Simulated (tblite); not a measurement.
# C7H13FO2: the cost of one run

The runs use tblite 0.8.0 and PySCF 2.14.0, with density-fitted response routines of our own; the level of theory stands in each step. All values are computed, except where a source is named. Atoms are numbered from 0 throughout.

## 1. The molecule as given

23 atoms, charge 0, multiplicity 1; geometry from: force field or distance geometry start.

Bonds of the start (Å): C0–C1 1.52, C1–O2 1.35, O2–C3 1.36, C3–C4 1.50, C4–C5 1.53, C5–C6 1.49, C6–F7 1.37, C6–O8 1.40, O8–C9 1.42, C5–C3 1.52, C0–H10 1.10, C0–H11 1.12, C0–H12 1.12, C1–H13 1.12, C1–H14 1.10, C3–H15 1.13, C4–H16 1.11, C4–H17 1.10, C5–H18 1.11, C6–H19 1.12, C9–H20 1.11, C9–H21 1.09, C9–H22 1.12.

## 2. Relaxing the molecule with GFN2-xTB

The job: settings as JSON, then the geometry in Å.

```
{"job": {"kind": "relax", "xc": "GFN2-xTB", "basis": "xTB"}, "charge": 0, "multiplicity": 1}
C      2.290500     1.209600    -0.167500
C      2.304800     0.227400    -1.323000
O      1.104300    -0.340400    -1.551200
C      0.512500    -1.039800    -0.547800
C     -0.415100    -2.194400    -0.764600
C     -0.986000    -0.810900    -0.442100
C     -1.580900    -0.558100     0.900200
F     -1.363700    -1.612400     1.752100
O     -1.039000     0.619900     1.415000
C     -2.079600     1.561800     1.595900
H      1.350500     1.788900    -0.175600
H      3.113600     1.951100    -0.312700
H      2.463600     0.659000     0.787700
H      2.548100     0.861400    -2.217900
H      3.150000    -0.475000    -1.240200
H      1.067600    -1.119200     0.427500
H     -0.547500    -2.890400     0.086800
H     -0.700400    -2.557700    -1.760300
H     -1.441300    -0.297500    -1.314300
H     -2.679100    -0.374900     0.805100
H     -1.679300     2.513800     1.997900
H     -2.835100     1.144400     2.268400
H     -2.563200     1.760200     0.609800
```

Launch:

```console
$ OMP_NUM_THREADS=1 python probes_run.py task.json out
```

One launch serves the whole session: the jobs run in the order shown.

**Question.** How long does this first job take on 1 thread of Arm Neoverse N1, shared host, and how much memory does it need?

About 2.4 s, with a peak of 0.18 GiB.
